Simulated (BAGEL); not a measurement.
# CuCl (cuprous chloride): a chain of runs

We compute an optimisation with harmonic vibrations (RI-MP2/cc-pVDZ), then an optimisation with harmonic vibrations (RI-MP2/aug-cc-pVDZ), then an optimisation with harmonic vibrations (RI-MP2/cc-pVTZ) of CuCl (cuprous chloride). 

The results are computed with BAGEL 1.2.2.

1 further run of the same task is left out (set aside as unsound or not needed).

### 1 The structure to begin with

CuCl: 2 atoms, total charge 0, spin state singlet. SMILES: `[Cl][Cu]`. The shape is that of a PBE0-D4/def2-TZVP optimisation. The run starts from this shape.

Bond lengths: Cl1–Cu2 2.076 Å.

### 2 An optimisation with harmonic vibrations at RI-MP2/cc-pVDZ (density fitting with tzvpp-jkfit, property frequency) (run 1)

mp2.json reads:

```json
{ "bagel" : [

{
  "title" : "molecule",
  "basis" : "cc-pvdz.json",
  "df_basis" : "tzvpp-jkfit",
  "angstrom" : "true",
  "geometry" : [
    { "atom" : "Cl", "xyz" : [       0.898300,      -0.345200,       0.446400 ] },
    { "atom" : "Cu", "xyz" : [      -0.868800,       0.285000,      -0.442400 ] }
  ]
},

{
  "title" : "optimize",
  "opttype" : "energy",
  "internal" : "false",
  "maxiter" : 40,
  "method" : [
    {
      "title" : "mp2",
      "ncore" : 10
    }
  ]
},

{
  "title" : "hessian",
  "method" : [
    {
      "title" : "mp2",
      "ncore" : 10
    }
  ]
}

]}
```

The basis set cc-pVDZ is read from a file made from the Basis Set Exchange's data (not shown).

Command:

```
$ BAGEL_NUM_THREADS=1 BAGEL mp2.json > mp2.out
```

What it wrote:

```text
* using 1 threads per process

  ===============================================================
  ===============================================================

  *** Geometry ***

  { "atom" : "Cl", "xyz" : [      1.697541,     -0.652333,      0.843574 ] },
  { "atom" : "Cu", "xyz" : [     -1.641794,      0.538572,     -0.836015 ] },

  Number of auxiliary basis functions:      392

  Since a DF basis is specified, we compute 2- and 3-index integrals:
    o Being stored without compression. Storage requirement is 0.012 GB

[... 20 lines left out ...]
    * SCF iteration converged.
[... 8 lines left out ...]
      MP2 correlation energy:   -0.8070494128
[... 12 lines left out ...]
    * Permanent dipole moment: MP2 relaxed
[... 15 lines left out ...]
                         Maximum     Tolerance   Converged?
[... 44 lines left out ...]
  ++ Symmetrized Mass Weighted Hessian ++
[... 14 lines left out ...]
  ++ Mass Weighted Hessian Eigenvectors ++
[... 9 lines left out ...]
    * Vibrational frequencies, IR intensities, and corresponding cartesian eigenvectors

                                    0                   1                   2                   3                   4                   5
      Freq (cm-1)                0.00                0.00                0.00                0.00                0.00              415.51

 IR Int. (km/mol)                0.00                0.00                0.00                0.00                0.00               27.49
[... 7 lines of this table left out ...]
                5            -0.05702             0.00388             0.08225             0.05762            -0.03676            -0.03214

    * METHOD: HESSIAN                             20.50

  ===============================================================
```

It took 28 s on 1 thread of Arm Neoverse V2, shared host; peak memory 0.17 GiB.

### 3 An optimisation with harmonic vibrations at RI-MP2/aug-cc-pVDZ (density fitting with tzvpp-jkfit, property frequency) (run 2)

input.json reads:

```json
{ "bagel": [

{
  "title": "molecule",
  "basis": "aug-cc-pvdz.json",
  "df_basis": "tzvpp-jkfit",
  "angstrom": true,
  "geometry": [
    { "atom": "Cl", "xyz": [       0.898300,      -0.345200,       0.446400 ] },
    { "atom": "Cu", "xyz": [      -0.868800,       0.285000,      -0.442400 ] }
  ]
},

{
  "title": "optimize",
  "internal": false,
  "maxiter": 40,
  "method": [
    {
      "title": "mp2",
      "ncore": 10
    }
  ]
},

{
  "title": "hessian",
  "method": [
    {
      "title": "mp2",
      "ncore": 10
    }
  ]
}

]}
```

The basis set aug-cc-pVDZ is read from a file made from the Basis Set Exchange's data (not shown).

Command:

```
$ BAGEL_NUM_THREADS=1 BAGEL input.json > input.out
```

What it wrote:

```text
* using 1 threads per process

  ===============================================================
  ===============================================================

  *** Geometry ***

  { "atom" : "Cl", "xyz" : [      1.697541,     -0.652333,      0.843574 ] },
  { "atom" : "Cu", "xyz" : [     -1.641794,      0.538572,     -0.836015 ] },

  Number of auxiliary basis functions:      392

  Since a DF basis is specified, we compute 2- and 3-index integrals:
    o Being stored without compression. Storage requirement is 0.023 GB

[... 20 lines left out ...]
    * SCF iteration converged.
[... 8 lines left out ...]
      MP2 correlation energy:   -0.8519266200
[... 12 lines left out ...]
    * Permanent dipole moment: MP2 relaxed
[... 15 lines left out ...]
                         Maximum     Tolerance   Converged?
[... 44 lines left out ...]
  ++ Symmetrized Mass Weighted Hessian ++
[... 14 lines left out ...]
  ++ Mass Weighted Hessian Eigenvectors ++
[... 9 lines left out ...]
    * Vibrational frequencies, IR intensities, and corresponding cartesian eigenvectors

                                    0                   1                   2                   3                   4                   5
      Freq (cm-1)                0.00                0.00                0.00                0.00                0.00              416.51

 IR Int. (km/mol)                0.00                0.00                0.00                0.00                0.00               26.32
[... 7 lines of this table left out ...]
                5             0.05643             0.01168             0.09748            -0.02148             0.03766            -0.03214

    * METHOD: HESSIAN                             28.87

  ===============================================================
```

Run time: 40 s. Hardware: 1 thread of Arm Neoverse V2, shared host; peak memory 0.25 GiB.

### 4 An optimisation with harmonic vibrations at RI-MP2/cc-pVTZ (density fitting with tzvpp-jkfit, property frequency) (run 3)

job.json reads:

```json
{ "bagel" : [

{
  "title" : "molecule",
  "basis" : "cc-pvtz.json",
  "df_basis" : "tzvpp-jkfit",
  "angstrom" : true,
  "geometry" : [
    { "atom" : "Cl", "xyz" : [    0.898300,   -0.345200,    0.446400 ] },
    { "atom" : "Cu", "xyz" : [   -0.868800,    0.285000,   -0.442400 ] }
  ]
},
{
  "title" : "optimize",
  "internal" : false,
  "maxiter" : 40,
  "method" : [
    {
      "title" : "mp2",
      "ncore" : 10
    }
  ]
},
{
  "title" : "hessian",
  "method" : [
    {
      "title" : "mp2",
      "ncore" : 10
    }
  ]
}

]}
```

The basis set cc-pVTZ is read from a file made from the Basis Set Exchange's data (not shown).

Command:

```
$ BAGEL_NUM_THREADS=1 BAGEL job.json > job.out
```

What it wrote:

```text
* using 1 threads per process

  ===============================================================
  ===============================================================

  *** Geometry ***

  { "atom" : "Cl", "xyz" : [      1.697541,     -0.652333,      0.843574 ] },
  { "atom" : "Cu", "xyz" : [     -1.641794,      0.538572,     -0.836015 ] },

  Number of auxiliary basis functions:      392

  Since a DF basis is specified, we compute 2- and 3-index integrals:
    o Being stored without compression. Storage requirement is 0.033 GB

[... 20 lines left out ...]
    * SCF iteration converged.
[... 8 lines left out ...]
      MP2 correlation energy:   -1.0968380370
[... 12 lines left out ...]
    * Permanent dipole moment: MP2 relaxed
[... 15 lines left out ...]
                         Maximum     Tolerance   Converged?
[... 45 lines left out ...]
  ++ Symmetrized Mass Weighted Hessian ++
[... 14 lines left out ...]
  ++ Mass Weighted Hessian Eigenvectors ++
[... 9 lines left out ...]
    * Vibrational frequencies, IR intensities, and corresponding cartesian eigenvectors

                                    0                   1                   2                   3                   4                   5
      Freq (cm-1)                0.00                0.00                0.00                0.00                0.00              422.19

 IR Int. (km/mol)                0.00                0.00                0.00                0.00                0.00               27.58
[... 7 lines of this table left out ...]
                5            -0.04622             0.08516            -0.02670             0.05634             0.03780            -0.03214

    * METHOD: HESSIAN                             33.40

  ===============================================================
```

Wall time 48 s (1 thread of Arm Neoverse V2, shared host); peak memory 0.3 GiB.

### 5 What came out

| quantity | value |
| --- | --- |
| run 1, RI-MP2/cc-pVDZ: total energy at the end | -2099.33418 Eh |
| run 1, RI-MP2/cc-pVDZ: bond length | 2.065 Å |
| run 1, RI-MP2/cc-pVDZ: harmonic wavenumber | 416 cm⁻¹ |
| run 1, RI-MP2/cc-pVDZ: zero-point energy | 2.5 kJ/mol |
| run 2, RI-MP2/aug-cc-pVDZ: total energy at the end | -2099.38365 Eh |
| run 2, RI-MP2/aug-cc-pVDZ: bond length | 2.057 Å |
| run 2, RI-MP2/aug-cc-pVDZ: harmonic wavenumber | 417 cm⁻¹ |
| run 2, RI-MP2/aug-cc-pVDZ: zero-point energy | 2.5 kJ/mol |
| run 3, RI-MP2/cc-pVTZ: total energy at the end | -2099.63903 Eh |
| run 3, RI-MP2/cc-pVTZ: bond length | 2.049 Å |
| run 3, RI-MP2/cc-pVTZ: harmonic wavenumber | 422 cm⁻¹ |
| run 3, RI-MP2/cc-pVTZ: zero-point energy | 2.5 kJ/mol |

In words: The one mode (run 1, RI-MP2/cc-pVDZ) is real, so the shape is a minimum at this level. The one mode (run 2, RI-MP2/aug-cc-pVDZ) is real, so the shape is a minimum at this level. The one mode (run 3, RI-MP2/cc-pVTZ) is real, so the shape is a minimum at this level.
